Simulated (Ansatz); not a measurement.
# CrRu: the cost of one run

Method: DFT LDA, with the methods named in each step, in Ansatz 0.2.0.

### Step 1. The structure to begin with

The structure is hexagonal, space group P-6m2 (No. 187). The conventional cell has a = 2.664 Å, b = 2.664 Å, c = 4.218 Å, α = 90.00°, β = 90.00°, γ = 120.00°. Around Cr (site symmetry -6m2) lie 6 Ru at 2.61 Å and 6 Cr at 2.66 Å. Around Ru (site symmetry -6m2) lie 6 Cr at 2.61 Å and 6 Ru at 2.66 Å.

As a file:

```
Cr Ru
1.0
     2.66375    0.00000    0.00000
    -1.33187    2.30687    0.00000
     0.00000    0.00000    4.21801
Cr Ru
1 1
Direct
  0.66667 0.33333 0.00000
  0.33333 0.66667 0.50000
```

Atoms are numbered in the order of the input: Cr1, Ru2.

### Step 2. Free moments, LAPW

File input.yaml:

```yaml
crystal:
  lattice:
    - [2.6637476213, 0.0, 0.0]
    - [-1.3318738107, 2.3068731093, 0.0]
    - [0.0, 0.0, 4.218014]
  atoms:
    - { symbol: Cr, position: [0.6666666667, 0.3333333333, 0.0], spin: 3.0 }
    - { symbol: Ru, position: [0.3333333333, 0.6666666667, 0.5], spin: 1.5 }
magnetization:
  spin_polarized: true
kpoints:
  mp_grid: { grid: [12, 12, 7] }
scf:
  occupations: { method: fermi_dirac, width: 0.1 }
  lower_state_search: "off"
hamiltonian:
  xc: lda
  pseudopotentials: { kind: all_electron, lapw: { basis_error: 0.0005 } }
output:
  forces: true
  stress: true
  eigenvalues: false
  populations: true
```

Started as:

```sh
$ ansatz run input.yaml --threads 1 --pin off --max-ram 3072MiB --backend cpu --events-out ev --progress --plain --runs-dir out
```

Q: Estimate wall time and peak memory on 1 thread of Arm Neoverse V1, shared host.

About 2.5 min, with a peak of 0.55 GiB.
